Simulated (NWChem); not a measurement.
# triplet SnS at 3 levels

We compute a comparison of 3 runs (UHF/STO-3G, UHF/3-21G, UMP3/def2-TZVP) of triplet SnS. 

The calculation is run with NWChem 7.3.0.

20 further runs of the same task are left out: 20 set aside as unsound or not needed.

**1. The system as given**

The species is SnS (2 atoms), meant as a triplet with charge 0. As SMILES of the parent species, `[S][Sn]`. The bond length is the one measured for the parent species. That shape belongs to the parent species and isn't relaxed for this state.

Bond lengths: S1–Sn2 2.209 Å.

**2. A single-point energy at UHF/STO-3G (run 1)**

The input, ssn.nw:

```
start ssn
title "SnS"
memory total 2200 mb
charge 0

geometry units au noautosym nocenter noautoz
  S      0.00000000     0.00000000     0.00000000
  Sn     0.00000000     0.00000000     4.17445414
end

basis "ao basis" spherical bse
  * library STO-3G
end

scf
  triplet
  uhf
  thresh 1e-08
  maxiter 80
end

task scf energy
```

Started as:

```sh
$ nwchem ssn.nw > ssn.out
```

The program printed:

```text
[...]
  functions       =    36
[...]
  wavefunction    = UHF
[...]
         Total SCF energy =  -6356.395917933631
      One electron energy =  -9182.365614965080
      Two electron energy =   2634.327874371493
 Nuclear repulsion energy =    191.641822659956
                       Sz =      1.0000
                 Sz(Sz+1) =      2.0000
                      S^2 =      2.7388
[...]
```

Wall time 14 s (1 thread of Intel Xeon Platinum 8488C (Sapphire Rapids), shared host); peak memory 0.096 GiB.

**3. A single-point energy at UHF/3-21G (run 2)**

The input, geom.nw:

```
start geom
memory total 2200 mb

geometry noautosym nocenter noautoz
  S     0.000000    0.000000    0.000000
  Sn    0.000000    0.000000    2.209026
end

basis spherical bse
  * library 3-21G
end

scf
  triplet
  uhf
  thresh 1e-08
  maxiter 80
end

task scf energy
```

Started as:

```sh
$ nwchem geom.nw > geom.out
```

The program printed:

```text
[...]
  functions       =    44
[...]
  wavefunction    = UHF
[...]
         Total SCF energy =  -6391.807207542581
      One electron energy =  -9202.458988364042
      Two electron energy =   2619.009944464733
 Nuclear repulsion energy =    191.641836356729
                       Sz =      1.0000
                 Sz(Sz+1) =      2.0000
                      S^2 =      2.0229
[...]
```

Wall time 7.2 s (1 thread of Intel Xeon Platinum 8488C (Sapphire Rapids), shared host); peak memory 0.097 GiB.

**4. A single-point energy at UMP3/def2-TZVP (core potential) (run 3)**

The input, ssn.nw:

```
start ssn
title "SSn energy"
memory stack 330 mb heap 110 mb global 1760 mb

geometry noautosym nocenter noautoz
  S     0.000000    0.000000    0.000000
  Sn    0.000000    0.000000    2.209026
end

basis "ao basis" spherical bse
  * library def2-TZVP
end

ecp bse
  Sn library def2-TZVP
end

scf
  triplet
  uhf
  thresh 1e-08
  maxiter 80
end

tce
  scf
  mbpt3
  freeze core 9
  maxiter 60
end

task tce energy
```

Started as:

```sh
$ nwchem ssn.nw > ssn.out
```

The program printed:

```text
[...]
  functions       =    87
[...]
  wavefunction    = UHF
[...]
         Total SCF energy =   -610.854957839393
      One electron energy =  -1093.950934996953
      Two electron energy =    398.773569160599
 Nuclear repulsion energy =     84.322407996961
                       Sz =      1.0000
                 Sz(Sz+1) =      2.0000
                      S^2 =      2.0388
[...]
         Wavefunction type : Unrestricted Hartree-Fock
          No. of electrons :    38
[...]
         Spin multiplicity : triplet
[...]
```

Wall time 68 s (1 thread of Intel Xeon Platinum 8488C (Sapphire Rapids), shared host); peak memory 1.4 GiB.

**5. All runs side by side**

```csv
run,level,module,core potential,energy (Eh),dipole moment (D),HOMO energy (eV),LUMO energy (eV),wall time
1,UHF/STO-3G,scf,–,-6356.395918,2.54,-3.18,3.64,14 s
2,UHF/3-21G,scf,–,-6391.807208,4.37,-6.85,-1.78,7.2 s
3,UMP3/def2-TZVP (core potential),tce,def2-TZVP,-611.297114,–,-6.97,-1.66,68 s
```

**6. Summary of results**

```
                                                         quantity          value
                                              run 3: total energy  -611.29711 Eh
run 3: HOMO energy (Hartree–Fock orbitals) (highest over α and β)       -6.97 eV
 run 3: LUMO energy (Hartree–Fock orbitals) (lowest over α and β)       -1.66 eV
               run 3: correlation energy (9 core orbitals frozen)     -442.2 mEh
                         run 3: ⟨S²⟩ of the reference determinant          2.039
```

In words: Some runs of one species differ in core potentials or relativity; totals across that change don't compare. In run 1 the basis is minimal, so the values are rough. In runs 1, 2 relativity is left out where basis or elements ask for it. Spin contamination of the reference: run 1 ⟨S²⟩ = 2.74. Where it is this large, the reference is a mixture of spin states, and values that rest on it are in doubt. All runs together took 89 s, the longest 68 s.
